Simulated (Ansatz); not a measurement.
# ScBPd3: the cost of one run

Computed with Ansatz 0.2.0 (DFT PBE, scalar-relativistic, plane waves, PAW, unless a step's input says otherwise).

2 further runs of the same task are left out: 2 that didn't finish.

**1. The structure to begin with**

Symmetry: Pm-3m, No. 221, cubic system. Conventional cell: a = 4.262 Å, b = 4.262 Å, c = 4.262 Å, α = 90.00°, β = 90.00°, γ = 90.00°. Sc (site symmetry m-3m) has 12 Pt at 3.01 Å as nearest neighbours. B (site symmetry m-3m) is surrounded by 6 Pt at 2.13 Å. Pt (site symmetry 4/mmm) is surrounded by 2 B at 2.13 Å.

Coordinates:

```
CELL_PARAMETERS angstrom
4.26216 0.00000 0.00000
0.00000 4.26216 0.00000
0.00000 0.00000 4.26216
ATOMIC_POSITIONS crystal
Sc 0.00000 0.00000 0.00000
B 0.50000 0.50000 0.50000
Pt 0.00000 0.50000 0.50000
Pt 0.50000 0.50000 0.00000
Pt 0.50000 0.00000 0.50000
```

The structure comes from the Materials Project (structure only).

**2. Substitution of an element, cell strained: Pt → Pd, first probe**

What differs from the listed cell: Pd takes all sites of Pt, and lengths are scaled by 1.008 as a first guess of the size; strain xx, yy, zz, yz, xz, xy = -3.4, -3.4, -3.4, +0.0, +0.0, +0.0 %.

The input, input.yaml:

```yaml
crystal:
  lattice:
    - [4.1494524398, 0.0, 0.0]
    - [0.0, 4.1494524398, 0.0]
    - [0.0, 0.0, 4.1494524398]
  atoms:
    - { symbol: Sc, position: [0.0, 0.0, 0.0] }
    - { symbol: B, position: [0.5, 0.5, 0.5] }
    - { symbol: Pd, position: [0.0, 0.5, 0.5] }
    - { symbol: Pd, position: [0.5, 0.5, 0.0] }
    - { symbol: Pd, position: [0.5, 0.0, 0.5] }
basis:
  ecutwfc: 420
kpoints:
  mp_grid: { grid: [4, 4, 4] }
hamiltonian:
  xc: pbe
scf:
  occupations: { method: gaussian, width: 0.1 }
output:
  forces: true
  stress: true
  eigenvalues: true
```

Launch:

```console
$ ansatz run input.yaml --threads 1 --pin off --max-ram 1331MiB --backend cpu --events-out ev --progress --plain --runs-dir out
```

**Question.** How long does this run take on 1 thread of an x86-64 CPU, shared host, and how much memory does it need?

About 3.6 s, with a peak of 0.36 GiB.
